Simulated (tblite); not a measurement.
# C6H11O2P: the cost of one run

Computed with tblite 0.8.0 and PySCF 2.14.0, with density-fitted response routines of our own, on a single molecule in the gas phase. Atoms are numbered from 0 throughout.

### Step 1. The molecule as given

20 atoms, charge 0, multiplicity 1; geometry from: force field or distance geometry start.

Bonds of the start (Å): C0–C1 1.23, C1–C2 1.44, C2–P3 1.83, P3–O4 1.51, P3–O5 1.69, P3–C6 1.81, C6–C7 1.50, C7–C8 1.52, C0–H9 1.07, C2–H10 1.11, C2–H11 1.10, O5–H12 0.99, C6–H13 1.11, C6–H14 1.10, C7–H15 1.10, C7–H16 1.13, C8–H17 1.10, C8–H18 1.10, C8–H19 1.12.

### Step 2. Geometry optimisation with GFN2-xTB

The job: settings as JSON, then the geometry in Å.

```
{"job": {"kind": "relax", "xc": "GFN2-xTB", "basis": "xTB"}, "charge": 0, "multiplicity": 1}
C      4.102000     0.137000     0.344500
C      3.117900     0.336500    -0.360500
C      1.955100     0.578700    -1.181600
P      0.637400    -0.554500    -0.624200
O      0.135600    -1.263700    -1.863500
O      1.209800    -1.741500     0.426900
C     -0.695100     0.406000     0.138000
C     -2.021300    -0.270200    -0.062100
C     -3.158800     0.514300     0.563200
H      4.959700    -0.046100     0.959200
H      1.629700     1.621400    -0.979500
H      2.126900     0.383600    -2.255400
H      1.869900    -2.332200    -0.020300
H     -0.460300     0.452100     1.221200
H     -0.716100     1.425100    -0.262100
H     -2.273300    -0.487000    -1.105700
H     -2.045900    -1.265000     0.472100
H     -2.774200     1.317400     1.207600
H     -3.780800    -0.128400     1.207600
H     -3.823400     0.927200    -0.238300
```

Run with:

```bash
$ OMP_NUM_THREADS=1 python probes_run.py task.json out
```

One launch serves the whole session: the jobs run in the order shown.

**Question.** How long does this first job take on 1 thread of Arm Neoverse V1, shared host, and how much memory does it need?

About 1.6 s, with a peak of 0.18 GiB.
